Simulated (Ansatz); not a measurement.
Runs of Ansatz 0.2.0 on CsLiCr2Te2S3. Symmetry: R32, No. 155, trigonal system. Conventional cell: a = 6.639 Å, b = 6.639 Å, c = 20.639 Å, α = 90.00°, β = 90.00°, γ = 120.00°. Cs (site symmetry 32) is surrounded by 6 Te at 3.84 Å and 6 S at 4.04 Å and 2 Cr at 4.16 Å. Around Li (site symmetry 32) lie 3 S at 2.41 Å. Around Cr (site symmetry 3) lie 3 S at 2.24 Å and 1 Te at 2.45 Å. Te (site symmetry 3) has 1 Cr at 2.45 Å as nearest neighbours. S (site symmetry 2) is surrounded by 2 Cr at 2.24 Å and 1 Li at 2.41 Å. The cell was built by a generator and needn't be a form met in nature.

```tsv
task	level	potentials or basis	spin	cell	k mesh	cutoff (eV)	target pressure (GPa)	points for each segment of the path	gap on the mesh (eV)	pressure (GPa)	moment (μB)	largest force (eV/Å)
single point	PBE	SPMS NC	collinear, ferromagnetic start	as given	5 × 5 × 5	871	-	-	none	0.3	4.00	0.13
single point	PBE	Ansatz NC with PseudoDojo standard (PBE files)	collinear, ferromagnetic start	as given	5 × 5 × 5	1279	-	-	none	0.0	4.00	0.01
relaxation of cell and atoms	PBE	Ansatz PAW	collinear, ferromagnetic start	relaxed to 2 GPa	4 × 4 × 4	420	2	-	none	2.0	4.00	0.01
band structure	r2SCAN	Ansatz PAW	collinear, ferromagnetic start	as given	5 × 5 × 5	500	-	10	none	0.2	4.00	(b)
relaxation of cell and atoms	PBE	Ansatz PAW	collinear, ferromagnetic start	relaxed	4 × 4 × 4	420	-	-	none	0.0	4.00	-
band structure	r2SCAN	Ansatz PAW	non-collinear, ferromagnetic start, SOC	as given	4 × 4 × 4	500	-	10	none	0.3	(a)	0.27
single point	PBE	Ansatz PAW	collinear, ferromagnetic start	atoms moved at random, drawn with an rms of 0.05 Å	5 × 5 × 5	420	-	-	none	-0.2	4.01	1.13
single point	PBE	Ansatz PAW	collinear, ferromagnetic start	as given	5 × 5 × 5	420	-	-	none	0.0	4.00	0.01
```

Alike in all rows: smearing fermi-dirac 0.05 eV.

Problem. Estimate the missing entries.

Solution. (a) 4.08; (b) 0.23.

Caveats: the plane-wave basis is chosen anew once the cell has moved, so the energies of steps on either side of that aren't comparable (some runs); the magnetic or orbital state may not be the lowest (some runs); the PAW data sets come from PBE, with cores solved anew for the run's functional, which leaves a small shift of forces and pressure (some runs); spin-orbit coupling is left out, which moves the levels of the heavy elements (some runs).

A k mesh can miss the band edges, and rows without SOC leave out spin-orbit coupling on Cs, Te.

A gap of «none» marks a metal or a gap under the smearing width.
